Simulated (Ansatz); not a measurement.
**ScZn: a trigonal deformation path**

An exercise on one series of results from a longer session: the logs are not shown, and one member is left open.

Program: Ansatz 0.2.0. Level of theory: DFT r2SCAN, scalar-relativistic, plane waves, PAW. These are calculated values, not measurements.

**The starting structure**

It takes space group Pm-3m (No. 221, cubic). The conventional cell has a = 3.350 Å, b = 3.350 Å, c = 3.350 Å, α = 90.00°, β = 90.00°, γ = 90.00°. Around Sc (site symmetry m-3m) lie 8 Zn at 2.90 Å. Zn (site symmetry m-3m) is surrounded by 8 Sc at 2.90 Å.

Structure file:

```cif
data_structure
_symmetry_space_group_name_H-M 'P 1'
_symmetry_Int_Tables_number 1
_cell_length_a 3.3500
_cell_length_b 3.3500
_cell_length_c 3.3500
_cell_angle_alpha 90.000
_cell_angle_beta 90.000
_cell_angle_gamma 90.000
_cell_volume 37.60
loop_
_atom_site_label
_atom_site_type_symbol
_atom_site_fract_x
_atom_site_fract_y
_atom_site_fract_z
_atom_site_occupancy
Sc1 Sc 0.00000 0.00000 0.00000 1
Zn1 Zn 0.50000 0.50000 0.50000 1
```

The cell is taken as given, not relaxed at this level.

Set-up of the first run:

input.yaml reads:

```yaml
crystal:
  lattice:
    - [3.35, 0.0, 0.0]
    - [0.0, 3.35, 0.0]
    - [0.0, 0.0, 3.35]
  atoms:
    - { symbol: Sc, position: [0.0, 0.0, 0.0] }
    - { symbol: Zn, position: [0.5, 0.5, 0.5] }
basis:
  ecutwfc: 500
kpoints:
  mp_grid: { grid: [16, 16, 16] }
hamiltonian:
  xc: r2scan
scf:
  occupations: { method: gaussian, width: 0.15 }
output:
  forces: true
  stress: true
  eigenvalues: true
  write_density: true
  write_potential: true
  elf: true
  volumetric_format: npy
```

Command:

```
$ ansatz run input.yaml --threads 1 --pin off --max-ram 2560MiB --backend cpu --events-out ev --progress --plain --runs-dir out
```

Steps of the session up to this table: Zero of the scan; ρ = 0.500; At ρ = 2.000; Point ρ = 0.710; ρ = 1.410; ρ = 0.600; ρ = 0.850; Point ρ = 1.200; Point ρ = 1.700; ρ = 0.930; At ρ = 1.080.

One table of the session follows, with a row left open; its other results are not shown here.

It belongs to the step «The scan collected». 

| ρ | ΔE (meV/atom) | pressure (GPa) |
| --- | --- | --- |
| 0.500 | 4291.7 | 56.8 |
| 0.600 | ? | ? |
| 0.710 | 807.0 | 8.9 |
| 0.850 | 167.9 | 0.8 |
| 0.930 | 31.7 | -0.9 |
| 1.000 | 0.0 | -1.4 |
| 1.080 | 30.6 | -0.9 |
| 1.200 | 144.9 | 0.9 |
| 1.410 | 342.4 | 5.3 |
| 1.700 | 434.4 | 8.2 |
| 2.000 | 459.0 | 8.7 |

Q: Estimate the row for ρ = 0.600 from the others.

Worked estimate for «ΔE (meV/atom)». A straight line through the neighbours (0.500, 4291.7) and (0.710, 807.0) gives 4291.7 + (807.0 − 4291.7) × (0.600 − 0.500) / (0.710 − 0.500) = 2632.3; a parabola fitted to 3 rows on both sides gives 2254.3.

As computed: ΔE (meV/atom): 1998.1; pressure (GPa): 24.0. In «ΔE (meV/atom)» the line misses by +634.2 and the parabola by +256.2.
